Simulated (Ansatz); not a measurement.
**CH₄F₂O₂SW: a ladder of functionals and wavefunction methods**

An exercise on one series of results from a longer session: the logs are not shown, and one member is left open.

Computed with Ansatz 0.2.0, Gaussian basis. Level: functionals in def2-TZVPP, the program's frozen cores in correlated methods.

Levels to be run: LDA (SPW92), PBE-D4, revPBE-D4, BLYP-D4, r2SCAN-D4, B97M-V, PBE0-D4, B3LYP-D4, r2SCANh-D4, r2SCAN0-D4, HSE06-D4, BHLYP-D4, CAM-B3LYP-D4, LC-ωPBE, ωB97X-V, ωB97M-V, B2PLYP, PBE-QIDH; CCSD(T)/def2-SVP; MP2/def2-TZVPP; MP2/def2-QZVPP; RPA on PBE.

### Structure used throughout

All runs share one geometry, relaxed beforehand with PBE0-D4 in a triple-zeta def2 set. W takes the def2 core potential; no spin-orbit term is included.

SMILES `C[O][W]([OH])([F])([F])=[S]`, 11 atoms, charge 0, spin multiplicity 1.

Atoms are counted from 1 here; the program's logs count them from 0.

Bond lengths: C1–O2 1.404 Å, C1–H8 1.094 Å, C1–H9 1.095 Å, C1–H10 1.091 Å, O2–W3 1.861 Å, W3–O4 1.876 Å, W3–F5 1.881 Å, W3–F6 1.863 Å, W3–S7 2.112 Å, O4–H11 0.960 Å. Angles: O2–C1–H8 109.7°, O2–C1–H9 109.5°, O2–C1–H10 109.0°, H8–C1–H9 109.2°, H8–C1–H10 109.7°, H9–C1–H10 109.8°, C1–O2–W3 135.7°, O2–W3–O4 88.7°, O2–W3–F5 84.3°, O2–W3–F6 150.4°, O2–W3–S7 102.7°, O4–W3–F5 146.0°, O4–W3–F6 86.4°, O4–W3–S7 108.7°, F5–W3–F6 83.7°, F5–W3–S7 105.3°, F6–W3–S7 106.5°, W3–O4–H11 123.8°.

The first run:

in.yaml

```yaml
crystal:
  periodic: [false, false, false]
  atoms:
    - {symbol: C, position_ang: [0.893645, -1.431763, -0.768338]}
    - {symbol: O, position_ang: [-0.050848, -0.725629, -0.007234]}
    - {symbol: W, position_ang: [-0.452044, 1.067294, 0.286115]}
    - {symbol: O, position_ang: [-1.771294, 0.526888, 1.505964]}
    - {symbol: F, position_ang: [0.006146, 1.272652, -1.526268]}
    - {symbol: F, position_ang: [-1.521526, 2.560484, -0.027484]}
    - {symbol: S, position_ang: [1.229246, 1.749546, 1.366858]}
    - {symbol: H, position_ang: [0.979706, -0.980514, -1.760824]}
    - {symbol: H, position_ang: [1.867017, -1.392186, -0.269361]}
    - {symbol: H, position_ang: [0.568735, -2.469178, -0.863251]}
    - {symbol: H, position_ang: [-1.683584, -0.234694, 2.084521]}
basis:
  gaussian: {orbitals: def2-TZVPP}
hamiltonian: {xc: lda}
output: {orbitals: {seedname: orbitals}}
```

Started as:

```sh
> ansatz run in.yaml --threads 4 --pin off --events-out ev --progress --plain --max-ram 11315MiB
```

Steps of the session up to this table: LDA; PBE-D4 (GGA); revPBE-D4 (GGA); BLYP-D4 (GGA); r2SCAN-D4 (meta-GGA); B97M-V (meta-GGA); B3LYP-D4 (hybrid); r2SCANh-D4 (hybrid); r2SCAN0-D4 (hybrid); HSE06-D4 (hybrid); BHLYP-D4 (hybrid); CAM-B3LYP-D4 (range-separated); LC-ωPBE (range-separated); ωB97X-V (range-separated); ωB97M-V (range-separated); B2PLYP (double hybrid); PBE-QIDH (double hybrid).

One of the session's tables, all rows but one given; the rest of the session is left out.

It belongs to the step «Orbital energies across the functionals». 

| functional | HOMO (eV) | LUMO (eV) | gap (eV) |
| --- | --- | --- | --- |
| LDA (SPW92) | -7.10 | -3.98 | 3.13 |
| PBE-D4 | -6.92 | -3.75 | 3.18 |
| revPBE-D4 | -6.85 | -3.66 | 3.19 |
| BLYP-D4 | -6.78 | -3.63 | 3.15 |
| r2SCAN-D4 | -7.25 | -3.71 | 3.54 |
| B97M-V | -7.32 | -3.70 | 3.62 |
| PBE0-D4 | -8.23 | -3.01 | 5.23 |
| B3LYP-D4 | -7.99 | -3.21 | 4.78 |
| r2SCANh-D4 | -7.74 | -3.42 | 4.32 |
| r2SCAN0-D4 | -8.46 | -2.97 | 5.49 |
| HSE06-D4 | -7.84 | -3.39 | 4.45 |
| BHLYP-D4 | ? | ? | ? |
| CAM-B3LYP-D4 | -9.52 | -1.90 | 7.62 |
| LC-ωPBE | -10.80 | -0.74 | 10.06 |
| ωB97X-V | -10.48 | -0.82 | 9.67 |
| ωB97M-V | -10.36 | -0.83 | 9.52 |

Estimate the missing values for BHLYP-D4.

Worked estimate for «HOMO (eV)». Against the share of exact exchange, BLYP-D4 (0, -6.78), B3LYP-D4 (0.2, -7.99) give a slope of -6.05 per unit share; at 0.5 the line stands at -9.80.

As computed: HOMO (eV): -9.39; LUMO (eV): -2.07; gap (eV): 7.32. In «HOMO (eV)» the line misses by -0.41.
